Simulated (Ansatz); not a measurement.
The system is NiMoIrPdW.

```
Ni Mo Pd Ir W
1.0
     2.77085    0.00000    0.00000
    -1.38543    2.39963    0.00000
     0.00000    0.00000   22.01961
Ni Mo Pd Ir W
2 2 2 2 2
Cartesian
  0.0000 1.5998 18.7345
  1.3854 0.7999 3.2851
  1.3854 0.7999 16.7479
  0.0000 1.5998 5.2717
  0.0000 1.5998 1.1734
  1.3854 0.7999 20.8462
  0.0000 1.5998 14.4948
  1.3854 0.7999 7.5248
  0.0000 1.5998 9.7807
  1.3854 0.7999 12.2389
```

The cell was built by a generator and needn't be a form met in nature.

Program: Ansatz 0.2.0. Alike in all runs: spin collinear, ferromagnetic start; cell as given; k mesh 11 × 11 × 2; smearing fermi-dirac 0.05 eV.

Task: Order these runs on this cell by their pressure, lowest first.
A. level revPBE; potentials or basis Ansatz PAW; cutoff (eV) 420; points for each segment of the path 10
B. level PBE; potentials or basis Ansatz NC with PseudoDojo standard (PBE files); cutoff (eV) 1400
C. level r2SCAN; potentials or basis Ansatz PAW; cutoff (eV) 500; points for each segment of the path 10
D. level LDA; potentials or basis Ansatz PAW; cutoff (eV) 420; points for each segment of the path 10

Result: D (-14.5 GPa), C (-5.2 GPa), B (0.1 GPa), A (3.0 GPa).

Caveats: the PAW data sets come from PBE, with cores solved anew for the run's functional, which leaves a small shift of forces and pressure (some runs); the magnetic or orbital state may not be the lowest (some runs); the potentials were made for another functional, which shifts forces and pressure (some runs).

Not every run made on this cell is shown here.
